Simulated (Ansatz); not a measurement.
# Cl₃HHfTe: up Jacob's ladder to CCSD(T)

An exercise on one series of results from a longer session: the logs are not shown, and one member is left open.

Program: Ansatz 0.2.0, Gaussian basis. Level of theory: functionals in def2-TZVPP, the program's frozen cores in correlated methods. These are calculated values, not measurements.

The runs, in order: LDA (SPW92), PBE-D4, revPBE-D4, BLYP-D4, r2SCAN-D4, B97M-V, PBE0-D4, B3LYP-D4, r2SCANh-D4, r2SCAN0-D4, HSE06-D4, BHLYP-D4, CAM-B3LYP-D4, LC-ωPBE, ωB97X-V, ωB97M-V, B2PLYP, PBE-QIDH; CCSD(T)/def2-SVP; MP2/def2-TZVPP; MP2/def2-QZVPP; RPA on PBE.

## The relaxed structure

An earlier PBE0-D4 in a triple-zeta def2 set relaxation fixed the geometry. Hf, Te take the def2 core potential; no spin-orbit term is included.

SMILES `[Cl][Hf]([Cl])([Cl])[TeH]`, 6 atoms, charge 0, spin multiplicity 1.

Atoms are counted from 1 here; the program's logs count them from 0.

Bond lengths: Cl1–Hf2 2.321 Å, Hf2–Cl3 2.314 Å, Hf2–Cl4 2.321 Å, Hf2–Te5 2.767 Å, Te5–H6 1.664 Å. Angles: Cl1–Hf2–Cl3 111.7°, Cl1–Hf2–Cl4 108.9°, Cl1–Hf2–Te5 109.6°, Cl3–Hf2–Cl4 111.8°, Cl3–Hf2–Te5 105.1°, Cl4–Hf2–Te5 109.6°, Hf2–Te5–H6 84.9°.

The first run:

Contents of in.yaml:

```yaml
crystal:
  periodic: [false, false, false]
  atoms:
    - {symbol: Cl, position_ang: [-0.844502, -1.465876, 1.768262]}
    - {symbol: Hf, position_ang: [0.305904, -0.518725, -0.010918]}
    - {symbol: Cl, position_ang: [2.571064, -0.980090, 0.090075]}
    - {symbol: Cl, position_ang: [-0.635876, -1.261719, -1.997613]}
    - {symbol: Te, position_ang: [0.122711, 2.238661, 0.128195]}
    - {symbol: H, position_ang: [-1.519300, 1.987750, 0.021978]}
basis:
  gaussian: {orbitals: def2-TZVPP}
hamiltonian: {xc: lda}
output: {orbitals: {seedname: orbitals}}
```

On the command line:

```
> ansatz run in.yaml --threads 4 --pin off --events-out ev --progress --plain --max-ram 10444MiB
```

Steps of the session up to this table: LDA; PBE-D4 (GGA); revPBE-D4 (GGA); BLYP-D4 (GGA); r2SCAN-D4 (meta-GGA); B97M-V (meta-GGA); B3LYP-D4 (hybrid); r2SCANh-D4 (hybrid); r2SCAN0-D4 (hybrid); HSE06-D4 (hybrid); BHLYP-D4 (hybrid); CAM-B3LYP-D4 (range-separated); LC-ωPBE (range-separated); ωB97X-V (range-separated); ωB97M-V (range-separated); B2PLYP (double hybrid); PBE-QIDH (double hybrid).

One of the session's tables, all rows but one given; the rest of the session is left out.

It belongs to the step «Frontier levels by functional». 

```
  functional  HOMO (eV)  LUMO (eV)  gap (eV)
 LDA (SPW92)      -6.28      -3.44      2.84
      PBE-D4      -6.10      -3.21      2.90
   revPBE-D4      -6.04      -3.12      2.92
     BLYP-D4      -5.91      -3.04      2.86
   r2SCAN-D4      -6.37      -3.07      3.30
      B97M-V      -6.32      -3.01      3.31
     PBE0-D4      -7.11      -2.43      4.68
    B3LYP-D4      -6.88      -2.60      4.28
  r2SCANh-D4      -6.74      -2.78      3.95
  r2SCAN0-D4      -7.29      -2.35      4.94
    HSE06-D4      -6.73      -2.81      3.92
    BHLYP-D4      -7.93      -1.47      6.46
CAM-B3LYP-D4      -8.26      -1.34      6.92
     LC-ωPBE          ?          ?         ?
     ωB97X-V      -9.23      -0.34      8.89
     ωB97M-V      -9.10      -0.42      8.68
```

**Question.** Estimate the row for LC-ωPBE.

As computed: HOMO (eV): -9.54; LUMO (eV): -0.27; gap (eV): 9.27. In the column «HOMO (eV)» it is the lowest.
